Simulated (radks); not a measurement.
# Spin polarisation of the 4f shell in Pm⁺

The task here is to estimate one member of a computed series from the others.

Program: radks (a radial shooting solver on a logarithmic mesh, Libxc functionals) version 1. Level of theory: scalar-relativistic Kohn-Sham, BLYP, spin-polarised, spherical densities, finite nucleus. These are calculated values, not measurements, unless marked.

**What is computed**

```
element            : promethium (Z = 61)
charge             : +1
electrons          : 60
configuration      : [Xe] 4f(up 2.5, down 2.5) 6s(up 0.5, down 0.5)
nuclear rms radius : 4.962 fm
```

A shell typed twice in an input gives spin up, then spin down.

The first run:

The run's settings:

```text
Z 61
configuration [Xe] 4f2.5 4f2.5 6s0.5 6s0.5
relativity scalar-relativistic
functional b88,lyp
spin polarised
nucleus finite rms 4.962 fm
c 137.035999084
```

Steps of the session up to this table: No moment.

One table of the session follows, with a row left open; its other results are not shown here.

It belongs to the step «No moment». From the orbitals of this run (lengths in bohr):

```
level     <r>  outermost maximum (interpolated)  90 % within  nodes
   3d  0.2362                             0.192        0.369      0
   4s  0.5929                             0.552        0.852      3
   4p  0.6278                             0.576        0.913      2
   4d  0.6884                             0.602         1.04      1
   5s   1.439                              1.29         2.08      4
   5p   1.692                              1.46         2.49      3
   6s   3.943                              3.46         5.71      5
   4f       ?                                 ?            ?      ?
```

Estimate the missing values for 4f.

As computed: <r>: 1.055; outermost maximum (interpolated): 0.636; 90 % within: 1.87; nodes: 0. In the column «<r>» it lies between 4d (0.6884) and 5s (1.439).
